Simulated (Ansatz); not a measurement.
# C₃H₃BrClF₂I: vertical ionisation energy

An exercise on one series of results from a longer session: the logs are not shown, and one member is left open.

Computed with Ansatz 0.2.0, Gaussian basis. Level: unrestricted cation, the program's frozen cores in correlated methods.

The runs, in order: UKS PBE-D4/def2-TZVPP; UKS r2SCAN-D4/def2-TZVPP; UKS PBE0-D4/def2-TZVPP; UKS B3LYP-D4/def2-TZVPP; UKS wB97X-V/def2-TZVPP; UKS wB97M-V/def2-TZVPP; UKS B2PLYP/def2-TZVPP; then −ε(HOMO) from the neutral's earlier runs with LDA (SPW92), PBE-D4, revPBE-D4, BLYP-D4, r2SCAN-D4, B97M-V, PBE0-D4, B3LYP-D4, r2SCANh-D4, r2SCAN0-D4, HSE06-D4, BHLYP-D4, CAM-B3LYP-D4, LC-ωPBE, ωB97X-V, ωB97M-V.

## The relaxed structure

An earlier PBE0-D4 in a triple-zeta def2 set relaxation fixed the geometry. I takes the def2 core potential; no spin-orbit term is included.

SMILES `F[C@@H]([C@@H](Cl)Br)[C@@H](F)I`, 11 atoms, charge 0, spin multiplicity 1.

Atoms are counted from 1 here; the program's logs count them from 0.

Bond lengths: F1–C2 1.352 Å, C2–I3 2.151 Å, C2–C4 1.526 Å, C2–H9 1.090 Å, C4–F5 1.372 Å, C4–C6 1.518 Å, C4–H10 1.097 Å, C6–Cl7 1.755 Å, C6–Br8 1.936 Å, C6–H11 1.087 Å. Angles: F1–C2–I3 110.0°, F1–C2–C4 111.2°, F1–C2–H9 109.2°, I3–C2–C4 114.1°, I3–C2–H9 104.3°, C4–C2–H9 107.8°, C2–C4–F5 105.9°, C2–C4–C6 117.4°, C2–C4–H10 106.8°, F5–C4–C6 108.1°, F5–C4–H10 109.0°, C6–C4–H10 109.4°, C4–C6–Cl7 110.8°, C4–C6–Br8 109.4°, C4–C6–H11 110.7°, Cl7–C6–Br8 111.3°, Cl7–C6–H11 108.3°, Br8–C6–H11 106.2°.

As a file:

```xyz
11

F    -1.9911   -0.4506    0.7357
C    -1.1239    0.5623    0.5134
I    -0.2279    1.1830    2.3684
C    -0.1158    0.1969   -0.5729
F     0.3815    1.3869   -1.0412
C     1.0570   -0.6790   -0.1704
Cl    0.4982   -2.2077    0.4866
Br    2.2100   -0.9515   -1.7021
H    -1.6753    1.4396    0.1746
H    -0.6780   -0.2949   -1.3757
H     1.6652   -0.1850    0.5836
```

The first run:

in.yaml

```yaml
crystal:
  periodic: [false, false, false]
  atoms:
    - {symbol: F, position_ang: [-1.991095, -0.450600, 0.735653]}
    - {symbol: C, position_ang: [-1.123856, 0.562345, 0.513431]}
    - {symbol: I, position_ang: [-0.227923, 1.183024, 2.368384]}
    - {symbol: C, position_ang: [-0.115790, 0.196863, -0.572887]}
    - {symbol: F, position_ang: [0.381527, 1.386932, -1.041173]}
    - {symbol: C, position_ang: [1.057027, -0.678972, -0.170365]}
    - {symbol: Cl, position_ang: [0.498220, -2.207737, 0.486575]}
    - {symbol: Br, position_ang: [2.210034, -0.951542, -1.702074]}
    - {symbol: H, position_ang: [-1.675332, 1.439623, 0.174596]}
    - {symbol: H, position_ang: [-0.677992, -0.294907, -1.375725]}
    - {symbol: H, position_ang: [1.665180, -0.185019, 0.583586]}
basis:
  gaussian: {orbitals: def2-TZVPP}
total_charge: 1
magnetization: {spin_polarized: true, initial_magnetization: 1}
hamiltonian: {xc: pbe, dispersion: d4}
```

Among the steps run: Cation, UKS PBE-D4/def2-TZVPP; Cation, UKS r2SCAN-D4/def2-TZVPP; Cation, UKS PBE0-D4/def2-TZVPP; Cation, UKS B3LYP-D4/def2-TZVPP; Cation, UKS wB97X-V/def2-TZVPP; Cation, UKS wB97M-V/def2-TZVPP; Cation, UKS B2PLYP (frozen core)/def2-TZVPP.

One table of the session follows, with a row left open; its other results are not shown here.

It belongs to the step «Ionisation energies side by side». Orbital estimates, from the neutral's runs:

| functional | −ε(HOMO) (eV) |
| --- | --- |
| LDA (SPW92) | 6.84 |
| PBE-D4 | 6.66 |
| revPBE-D4 | 6.60 |
| BLYP-D4 | 6.49 |
| r2SCAN-D4 | 6.97 |
| B97M-V | ? |
| PBE0-D4 | 7.87 |
| B3LYP-D4 | 7.62 |
| r2SCANh-D4 | 7.41 |
| r2SCAN0-D4 | 8.07 |
| HSE06-D4 | 7.47 |
| BHLYP-D4 | 8.91 |
| CAM-B3LYP-D4 | 9.17 |
| LC-ωPBE | 10.53 |
| ωB97X-V | 10.18 |
| ωB97M-V | 10.04 |

**Question.** Estimate the row for B97M-V.

The run gave: −ε(HOMO) (eV): 7.00. In the column «−ε(HOMO) (eV)» it lies between r2SCAN-D4 (6.97) and r2SCANh-D4 (7.41).
